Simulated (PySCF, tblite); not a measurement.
# C9H7F: geometry, infrared bands, NMR shifts and electronic excitations

What infrared bands, NMR shifts and electronic excitations should C9H7F (`CC#Cc1ccc(F)cc1`) show?

Programs: tblite 0.8.0 and PySCF 2.14.0, with density-fitted response routines of our own. Each step states its level of theory. These are calculated values for one molecule in the gas phase, unless marked as measured. Atoms are numbered from 0 throughout.

## (1) The molecule as given

17 atoms, charge 0, multiplicity 1; geometry from: force field or distance geometry start.

Bonds of the start (Å): C0–C1 1.45, C1–C2 1.22, C2–C3 1.42, C3–C4 1.41, C4–C5 1.39, C5–C6 1.40, C6–F7 1.35, C6–C8 1.38, C8–C9 1.40, C9–C3 1.39, C0–H10 1.10, C0–H11 1.09, C0–H12 1.09, C4–H13 1.08, C5–H14 1.08, C8–H15 1.09, C9–H16 1.09.

## (2) Relaxing the molecule with GFN2-xTB

What the job is given:

```
{"job": {"kind": "relax", "xc": "GFN2-xTB", "basis": "xTB"}, "charge": 0, "multiplicity": 1}
C     -3.833100    -0.080300    -0.414600
C     -2.402100    -0.043900    -0.197900
C     -1.201400    -0.028100     0.000500
C      0.201600     0.011400     0.209200
C      0.899400    -1.190700     0.440500
C      2.274800    -1.161000     0.645800
C      2.949100     0.062200     0.642800
F      4.277700     0.090400     0.857500
C      2.269900     1.248200     0.434800
C      0.881400     1.223400     0.222600
H     -4.373800     0.451100     0.382000
H     -4.100400     0.395400    -1.363700
H     -4.216000    -1.105800    -0.429600
H      0.379600    -2.142000     0.431300
H      2.831100    -2.069100     0.818800
H      2.805200     2.192100     0.448900
H      0.349900     2.158700     0.054700
```

On the command line:

```bash
OMP_NUM_THREADS=1 python probes_run.py task.json out
```

This one command runs all jobs of the session in turn.

**Question.** This job is followed by: GFN2-xTB harmonic vibrations, gas phase; PBE0-D3(BJ)/def2-SVP geometry optimisation, gas phase; GIAO PBE0/pcSseg-1 NMR shielding, non-relativistic, gas phase; TDDFT CAM-B3LYP/def2-SVPD, vertical, gas phase, core orbitals frozen in the response; GIAO B97-2/pcSseg-1 NMR shielding, non-relativistic, gas phase. What will the session give for the following? strongest single infrared mode (GFN2-xTB); zero-point energy (GFN2-xTB); point group; rotational constants (main isotopes); ¹³C shifts against TMS (PBE0/pcSseg-1, means over atoms taken as alike); ¹H shifts against TMS (PBE0/pcSseg-1, means over atoms taken as alike); ¹⁹F shifts against CFCl3 (PBE0/pcSseg-1); lowest singlet (CAM-B3LYP/def2-SVPD); brightest single state of those computed; lowest triplet; vertical ionisation energy (ΔSCF); range of the shift of C4.

**Answer**, as computed:

| quantity | value |
| --- | --- |
| strongest single infrared mode (GFN2-xTB) | 1214 cm⁻¹, 98 km/mol |
| zero-point energy (GFN2-xTB) | 78.9 kcal/mol |
| point group | C1 |
| rotational constants (main isotopes) | 5.48, 0.57, 0.52 GHz |
| ¹³C shifts against TMS (PBE0/pcSseg-1, means over atoms taken as alike) | 169.3, 140.6, 124.5, 120.2, 94.2, 84.8, 5.6 ppm |
| ¹H shifts against TMS (PBE0/pcSseg-1, means over atoms taken as alike) | 7.50, 7.05, 2.13 ppm |
| ¹⁹F shifts against CFCl3 (PBE0/pcSseg-1) | -109.5 ppm |
| lowest singlet (CAM-B3LYP/def2-SVPD) | 5.04 eV (246 nm), f = 0.012 |
| brightest single state of those computed | state 2, 5.24 eV, f = 0.379 |
| lowest triplet | 3.54 eV |
| vertical ionisation energy (ΔSCF) | 8.36 eV |
| range of the shift of C4 | 137.4 to 140.6 ppm |

The optimisation took 14 steps and gained 0.052 eV; among the close pairs (by a distance rule), C8–C9 changed most, from 1.405 to 1.381 Å (GFN2-xTB). The lowest mode is imaginary (27i cm⁻¹), so the xTB geometry is not a minimum. The strongest single mode, at 1214 cm⁻¹, has its largest shares on C6, H13 and H16 (the list is cut at 3 atoms). GFN2-xTB is a fitted tight-binding method: band positions and strengths are rough. Its intensities can rank the bands wrongly. The optimisation took 7 steps and gained 0.195 eV; among the close pairs (by a distance rule), C2–C3 changed most, from 1.469 to 1.429 Å (PBE0/def2-SVP). At PBE0/pcSseg-1: Shielding is most anisotropic at C2 (span 276 ppm, paramagnetic term -147 ppm). NICS(1)zz of -26 ppm above the planar ring from C3 marks a diatropic (aromatic) ring current. The first singlet state (HOMO→LUMO+1 0.72, HOMO−1→LUMO 0.20) lies at 5.04 eV and is weak; of the 10 states computed, the strongest absorption comes from state 2 at 5.24 eV. The lowest triplet lies 1.50 eV below the lowest singlet (triplets in Tamm-Dancoff, singlets in full TDDFT). ΔSCF puts the ionisation energy at 8.36 eV, 0.64 eV above −ε(HOMO). In ppm, C4 (with its like atoms) moves most: its shift spreads over 3.2 ppm, from 137.4 (B97-2/pcSseg-1) to 140.6 (PBE0/pcSseg-1).
